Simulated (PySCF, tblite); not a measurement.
# C₂H₁₀AlNO: dynamics, then NMR shifts on frames, part 2 of 2

tblite 0.8.0 and PySCF 2.14.0. Atoms count from 0. Earlier steps stand in the parts before.

### Step 5. Nuclear shieldings: 625 fs, PBE0/pcSseg-1

The job: settings as JSON, then the geometry in Å.

```
{"job": {"kind": "nmr", "xc": "PBE0", "basis": "pcSseg-1", "pop": false}, "charge": 0, "multiplicity": 1}
C      1.361200    -0.262300    -0.405200
C      0.919400     1.111900     0.269800
O     -0.472500     1.417500     0.011400
Al    -1.897500     2.166900     0.488500
N     -3.309000     0.320400    -0.435300
H      1.008700    -0.304300    -1.401300
H      2.422900    -0.402000    -0.484600
H      0.938700    -1.160800     0.020000
H      1.594500     1.902800    -0.077300
H      1.210500     0.930900     1.306300
H     -2.476000     2.212900     1.867000
H     -2.497400     3.254200    -0.697800
H     -2.820900     0.456100    -1.272600
H     -3.185800    -0.620000    -0.115800
H     -4.255600     0.652400    -0.419500
```

Method: GIAO PBE0/pcSseg-1 NMR shielding, non-relativistic, gas phase.

Standard output:

```text
coarse grid: 12144 points
cycle   1  E = -454.1078281454  dE =  5.219e-02  |g| = 7.914e-01  |ddm| = 3.115e+00
cycle   2  E = -453.8726407488  dE =  2.352e-01  |g| = 1.350e+00  |ddm| = 1.769e+00
cycle   3  E = -454.2250889476  dE = -3.524e-01  |g| = 1.442e-01  |ddm| = 1.328e+00
cycle   4  E = -454.2286883495  dE = -3.599e-03  |g| = 5.777e-02  |ddm| = 1.289e-01
cycle   5  E = -454.2294006240  dE = -7.123e-04  |g| = 8.967e-03  |ddm| = 4.358e-02
cycle   6  E = -454.2294157864  dE = -1.516e-05  |g| = 3.246e-03  |ddm| = 7.890e-03
cycle   7  E = -454.2294181055  dE = -2.319e-06  |g| = 4.610e-04  |ddm| = 2.323e-03
final grid: 110232 points
cycle   8  E = -454.2661333275  dE = -1.163e-05  |g| = 1.220e-02  |ddm| = 1.716e-02
cycle   9  E = -454.2660985923  dE =  3.474e-05  |g| = 1.847e-02  |ddm| = 1.836e-02
cycle  10  E = -454.2661615781  dE = -6.299e-05  |g| = 1.668e-03  |ddm| = 1.174e-02
cycle  11  E = -454.2661621594  dE = -5.813e-07  |g| = 1.485e-04  |ddm| = 1.398e-03
cycle  12  E = -454.2661621632  dE = -3.771e-09  |g| = 6.756e-05  |ddm| = 1.624e-04
cycle  13  E = -454.2661621641  dE = -8.830e-10  |g| = 2.066e-05  |ddm| = 5.355e-05
converged SCF energy = -454.2661621641

GIAO shielding tensors (ppm)
atom      isotropic    diamagn.    paramagn.     s11        s22        s33       span
  0 C      167.438     249.471     -82.033    143.705    162.902    195.707     52.002
  1 C      121.463     238.270    -116.807     85.481    103.577    175.332     89.851
  2 O      281.676     399.760    -118.084    238.990    262.852    343.187    104.196
  3 Al     435.233     794.518    -359.286    390.997    420.799    493.901    102.904
  4 N      245.684     318.944     -73.260    219.290    251.797    265.965     46.676
  5 H       31.387      32.563      -1.176     28.077     29.969     36.114      8.038
  6 H       31.272      30.198       1.074     27.333     28.000     38.482     11.149
  7 H       30.734      32.528      -1.794     27.676     28.778     35.748      8.072
  8 H       27.551      27.791      -0.240     22.111     27.207     33.335     11.224
  9 H       27.416      29.032      -1.616     22.310     28.069     31.868      9.557
 10 H       27.619      29.799      -2.181     24.603     24.942     33.311      8.708
 11 H       26.264      27.713      -1.450     23.839     24.417     30.536      6.697
 12 H       31.087      33.406      -2.319     25.290     27.884     40.086     14.796
 13 H       30.585      32.512      -1.926     24.512     26.576     40.669     16.157
 14 H       30.505      28.782       1.723     24.619     25.363     41.534     16.916
```

Run time: 19 s. Hardware: 1 thread of Arm Neoverse N1, shared host; peak memory 0.72 GiB.

This run: δ C1 65.5, C0 19.5, O2 54.4, Al3 54.7, H11 5.45, H9 4.30 ppm.

### Step 6. Shielding tensors: 800 fs, PBE0/pcSseg-1

The job: settings as JSON, then the geometry in Å.

```
{"job": {"kind": "nmr", "xc": "PBE0", "basis": "pcSseg-1", "pop": false}, "charge": 0, "multiplicity": 1}
C      0.529700    -0.902900     1.215900
C      0.686800     0.524900     0.773300
O     -0.558300     1.190000     0.686200
Al    -2.075200     1.762600     0.677600
N     -2.908500     1.770700    -1.199800
H      0.133700    -1.392400     0.293400
H      1.489600    -1.328300     1.472300
H     -0.229200    -0.999700     2.066200
H      1.078800     0.370300    -0.216200
H      1.367600     1.113800     1.391000
H     -3.228600     0.856200     1.324100
H     -1.777000     3.208200     0.792000
H     -3.782700     2.336300    -0.939900
H     -2.182400     2.408000    -1.475200
H     -2.988600     0.896300    -1.619100
```

Level: GIAO PBE0/pcSseg-1 NMR shielding, non-relativistic, gas phase.

Standard output:

```text
coarse grid: 12144 points
cycle   1  E = -454.0876462929  dE =  3.305e-01  |g| = 8.160e-01  |ddm| = 3.155e+00
cycle   2  E = -453.8189690853  dE =  2.687e-01  |g| = 1.420e+00  |ddm| = 2.345e+00
cycle   3  E = -454.2167327011  dE = -3.978e-01  |g| = 1.421e-01  |ddm| = 1.814e+00
cycle   4  E = -454.2200411462  dE = -3.308e-03  |g| = 6.289e-02  |ddm| = 1.333e-01
cycle   5  E = -454.2208884228  dE = -8.473e-04  |g| = 1.080e-02  |ddm| = 4.691e-02
cycle   6  E = -454.2209129861  dE = -2.456e-05  |g| = 2.991e-03  |ddm| = 9.405e-03
cycle   7  E = -454.2209148054  dE = -1.819e-06  |g| = 6.933e-04  |ddm| = 2.289e-03
final grid: 110232 points
cycle   8  E = -454.2572294415  dE = -2.009e-05  |g| = 1.139e-02  |ddm| = 1.805e-02
cycle   9  E = -454.2572012893  dE =  2.815e-05  |g| = 1.698e-02  |ddm| = 1.790e-02
cycle  10  E = -454.2572536665  dE = -5.238e-05  |g| = 1.375e-03  |ddm| = 1.160e-02
cycle  11  E = -454.2572540679  dE = -4.013e-07  |g| = 1.579e-04  |ddm| = 1.342e-03
cycle  12  E = -454.2572540729  dE = -5.065e-09  |g| = 5.521e-05  |ddm| = 1.721e-04
cycle  13  E = -454.2572540735  dE = -5.372e-10  |g| = 1.903e-05  |ddm| = 4.736e-05
converged SCF energy = -454.2572540735

GIAO shielding tensors (ppm)
atom      isotropic    diamagn.    paramagn.     s11        s22        s33       span
  0 C      157.340     251.499     -94.158    138.673    156.629    176.718     38.045
  1 C      123.496     243.969    -120.473     93.763    108.819    167.905     74.142
  2 O      268.401     402.766    -134.365    208.840    276.993    319.370    110.529
  3 Al     458.288     799.358    -341.070    403.921    476.681    494.262     90.341
  4 N      219.849     324.708    -104.859    197.357    209.648    252.543     55.185
  5 H       29.223      32.195      -2.972     25.711     28.381     33.577      7.866
  6 H       30.394      30.379       0.015     26.962     27.829     36.391      9.429
  7 H       28.920      29.207      -0.286     25.652     27.897     33.212      7.560
  8 H       27.661      32.568      -4.907     22.728     28.407     31.849      9.121
  9 H       27.542      29.440      -1.898     22.002     27.422     33.202     11.200
 10 H       27.219      31.015      -3.797     23.839     25.847     31.969      8.130
 11 H       28.182      31.843      -3.661     24.006     26.423     34.118     10.113
 12 H       28.167      25.060       3.107     23.086     24.228     37.189     14.103
 13 H       28.979      32.026      -3.047     23.051     26.296     37.591     14.539
 14 H       29.961      33.906      -3.945     24.222     26.335     39.327     15.105
```

It took 20 s on 1 thread of Arm Neoverse N1, shared host; peak memory 0.72 GiB.

This run: δ C1 63.4, C0 29.6, O2 67.7, Al3 31.7, H10 4.50, H9 4.17 ppm.

### Step 7. Nuclear shieldings: 1000 fs, PBE0/pcSseg-1

The job: settings as JSON, then the geometry in Å.

```
{"job": {"kind": "nmr", "xc": "PBE0", "basis": "pcSseg-1", "pop": false}, "charge": 0, "multiplicity": 1}
C     -0.116900    -0.884700     2.031800
C      0.423100     0.014200     0.800100
O     -0.542500     1.077700     0.582300
Al    -1.479900     2.459700     0.495200
N     -1.165000     2.755300    -1.320700
H     -1.202300    -0.715800     1.758400
H      0.173700    -1.817600     1.734600
H     -0.014100    -0.713600     3.069000
H      0.403500    -0.493200    -0.144300
H      1.478600     0.394700     0.915200
H     -2.935200     2.161100     1.115500
H     -0.865700     3.779000     1.021800
H     -0.930500     3.692500    -1.118600
H     -0.363800     2.220500    -1.532300
H     -1.945600     2.810400    -1.944900
```

With the program's defaults for keys left out, this is: GIAO PBE0/pcSseg-1 NMR shielding, non-relativistic, gas phase.

Standard output:

```text
coarse grid: 12144 points
cycle   1  E = -454.0609262501  dE =  3.453e-01  |g| = 8.440e-01  |ddm| = 3.154e+00
cycle   2  E = -453.7278437976  dE =  3.331e-01  |g| = 1.530e+00  |ddm| = 2.475e+00
cycle   3  E = -454.1966873764  dE = -4.688e-01  |g| = 1.694e-01  |ddm| = 1.978e+00
cycle   4  E = -454.2015894881  dE = -4.902e-03  |g| = 7.217e-02  |ddm| = 1.651e-01
cycle   5  E = -454.2027207821  dE = -1.131e-03  |g| = 9.781e-03  |ddm| = 5.266e-02
cycle   6  E = -454.2027438026  dE = -2.302e-05  |g| = 2.095e-03  |ddm| = 9.578e-03
cycle   7  E = -454.2027447896  dE = -9.871e-07  |g| = 8.002e-04  |ddm| = 2.398e-03
final grid: 110232 points
cycle   8  E = -454.2397269189  dE = -1.974e-05  |g| = 1.190e-02  |ddm| = 2.048e-02
cycle   9  E = -454.2396981812  dE =  2.874e-05  |g| = 1.738e-02  |ddm| = 1.769e-02
cycle  10  E = -454.2397535998  dE = -5.542e-05  |g| = 1.826e-03  |ddm| = 1.164e-02
cycle  11  E = -454.2397542678  dE = -6.680e-07  |g| = 1.541e-04  |ddm| = 1.675e-03
cycle  12  E = -454.2397542722  dE = -4.423e-09  |g| = 5.311e-05  |ddm| = 1.646e-04
cycle  13  E = -454.2397542727  dE = -4.848e-10  |g| = 1.874e-05  |ddm| = 4.706e-05
converged SCF energy = -454.2397542727

GIAO shielding tensors (ppm)
atom      isotropic    diamagn.    paramagn.     s11        s22        s33       span
  0 C      161.885     252.304     -90.420    129.148    167.382    189.123     59.975
  1 C      112.204     244.160    -131.956     79.227     98.997    158.390     79.163
  2 O      247.458     402.981    -155.523    178.191    225.582    338.601    160.410
  3 Al     454.278     798.325    -344.047    417.108    456.020    489.707     72.599
  4 N      234.207     315.552     -81.345    214.108    239.974    248.538     34.430
  5 H       28.757      30.245      -1.488     24.468     29.842     31.960      7.492
  6 H       31.878      32.853      -0.975     27.420     29.769     38.443     11.023
  7 H       30.167      30.707      -0.540     27.588     27.817     35.096      7.508
  8 H       27.324      33.090      -5.765     21.696     27.195     33.082     11.386
  9 H       26.526      28.942      -2.416     22.357     26.631     30.589      8.232
 10 H       26.915      29.614      -2.698     23.759     25.169     31.817      8.058
 11 H       27.760      31.297      -3.537     24.444     25.998     32.837      8.393
 12 H       29.243      28.686       0.558     21.956     25.703     40.070     18.113
 13 H       29.638      32.735      -3.097     22.911     27.441     38.562     15.651
 14 H       29.661      28.538       1.123     24.176     24.292     40.515     16.339
```

Run time: 20 s. Hardware: 1 thread of Arm Neoverse N1, shared host; peak memory 0.73 GiB.

Key values: δ C1 74.7, C0 25.0, O2 88.6, Al3 35.7, H9 5.19, H10 4.80 ppm.

### Step 8. Side by side: NMR shifts

Shifts (ppm) of some atoms, chosen among heavy atoms and hydrogens apart, with basis size and wall time:

```csv
frame,C1,C0,H13,H12,O2,Al3,N4,functions,time
250 fs,63.2,31.2,4.36,2.54,58.8,37.7,31.9,142,20 s
425 fs,62.1,39.2,1.99,0.06,62.6,67.5,23.5,142,20 s
625 fs,65.5,19.5,1.13,0.63,54.4,54.7,22.0,142,19 s
800 fs,63.4,29.6,2.74,3.55,67.7,31.7,47.9,142,20 s
1000 fs,74.7,25.0,2.08,2.47,88.6,35.7,33.5,142,20 s
```

### Step 9. Results

What follows sums up all 2 parts.

| quantity | value |
| --- | --- |
| thermostat | 600 K |
| mean temperature, second half | 631 K |
| mean potential energy above the minimum | 1.02 eV |
| ¹³C shifts against TMS (PBE0/pcSseg-1, 250 fs) | 63.2, 31.2 ppm |
| ¹H shifts against TMS (PBE0/pcSseg-1, 250 fs) | 5.58, 4.44, 4.36, 3.56, 3.38, 3.24, 2.54, 2.17, 1.30, 0.95 ppm |
| ¹⁷O shifts against H2O (PBE0/pcSseg-1, 250 fs) | 58.8 ppm |
| ²⁷Al shifts against AlH4- (PBE0/pcSseg-1, 250 fs) | 37.7 ppm |
| ¹⁵N shifts against NH3 (PBE0/pcSseg-1, 250 fs) | 31.9 ppm |
| range of the shift of Al3 | 31.7 to 67.5 ppm |

In the second half the potential energy averages 1.02 eV above the minimum; equipartition over 39 harmonic modes at 600 K would give 1.01 eV. With 15 atoms the temperature swings widely (376 to 868 K). Shifts at one fixed geometry are not the observed spectrum, which averages over the motion. In the first frame run (250 fs): Shielding is most anisotropic at O2 (span 120 ppm, paramagnetic term -125 ppm). Across the 5 runs the shift of Al3 moves most, between 31.7 (800 fs) and 67.5 ppm (425 fs).
